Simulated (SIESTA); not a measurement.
**W under changes of volume**

One of the cells (17.158 Å³/atom); the others are scaled copies at fixed shape and fractional positions:

```
W
1.0
     2.82827    0.00000    0.00000
     0.00000    4.89608    0.00000
     0.00000    0.00000    4.95630
W
4
Direct
  0.79317 0.93684 0.75000
  0.20683 0.43684 0.75000
  0.20683 0.06316 0.25000
  0.79317 0.56316 0.25000
```

This isn't the form of W at room conditions, which is bcc.

| Property | Result |
| --- | --- |
| Program | SIESTA 5.4.2 |
| Functional | PBEsol |
| Potentials or basis | PseudoDojo 0.4 standard (PBEsol files) |
| Basis | DZP (energy shift 0.003 Ry; two zetas on semicore shells) |
| Grid cutoff | 800 Ry |
| Energy shift | 0.003 Ry |
| k mesh | 9 × 6 × 6 |
| Occupations | fermi-dirac, width 0.05 eV |
| Spin | no spin polarisation |

```csv
volume (Å³/atom),energy over the lowest point (meV/atom),pressure (GPa),largest force (eV/Å)
15.812,?,?,?
16.149,3.86,5.1,0.282
16.485,0.00,-1.3,0.182
17.158,30.06,-12.5,0.067
17.494,61.50,-17.2,0.118
17.831,102.28,-21.5,0.188
```

What does the run at 15.812 Å³/atom give?

Energy over the lowest point 22.13 meV/atom; pressure 12.4 GPa; largest force 0.389 eV/Å.

Worked out: A Birch-Murnaghan fit of order 3 (a polynomial in V^(-2/3)) to the other rows has its minimum at 16.41 Å³/atom with B0 = V·E''(V) = 311 GPa and B' = 4.5 at fixed shape and positions, which overstates the stiffness. It gives 22.44 meV/atom at 15.812 Å³/atom, against the run's 22.13, and -dE/dV = 12.6 GPa, against 12.4.

Energies are extrapolated to zero smearing.

Caveats: short orbitals over semicore shells can move pressures by several GPa; the basis of atomic orbitals isn't converged, which shifts pressures, moduli and gaps.
